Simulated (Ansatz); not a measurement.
Crystal: TaV.

```
Ta V
1.0
     1.60670   -2.30777    0.00000
     1.60670    2.30777    0.00000
     0.00000    0.00000    4.34136
Ta V
1 1
Direct
  0.00000 0.00000 0.00000
  0.50000 0.50000 0.50000
```

The cell comes from a database or a generator and needn't be the stable form of this composition.

* Program: Ansatz 0.2.0
* Task: relaxation of cell and atoms
* Functional: PBEsol
* Potentials or basis: all-electron LAPW, scalar-relativistic
* Basis error allowed: 0.001 eV/atom
* k mesh: 7 × 7 × 5
* Occupations: fermi-dirac, width 0.05 eV
* Spin: collinear spin, ferromagnetic start
* Starting moments: [0.0, 2.0] μB

At the start: volume 16.10 Å³/atom.

Task: Where does the relaxation end?

Result: Over 5 steps the energy falls by 14.7 meV/atom and the volume is 15.46 Å³/atom (-4.0 %); space group Cmmm (No. 65, to 0.05 Å); moment 0.00 μB per cell.

The path:
```tsv
step	energy change (eV)	largest force (eV/Å)	volume (Å³)
1	0.0000	0.0000	32.19
2	-0.0289	0.0000	31.04
3	-0.0294	0.0000	30.88
4	-0.0294	0.0000	30.92
5	-0.0294	0.0000	30.92
```

Final structure:
```cif
data_structure
_symmetry_space_group_name_H-M 'P 1'
_symmetry_Int_Tables_number 1
_cell_length_a 2.7694
_cell_length_b 2.7694
_cell_length_c 4.3077
_cell_angle_alpha 90.000
_cell_angle_beta 90.000
_cell_angle_gamma 110.636
_cell_volume 30.92
loop_
_atom_site_label
_atom_site_type_symbol
_atom_site_fract_x
_atom_site_fract_y
_atom_site_fract_z
_atom_site_occupancy
Ta1 Ta 0.00000 0.00000 0.00000 1
V1 V 0.50000 0.50000 0.50000 1
```

Caveat: the k mesh is thin for a metal, which can move the energy by tens of meV per atom; the starting moments weren't kept.
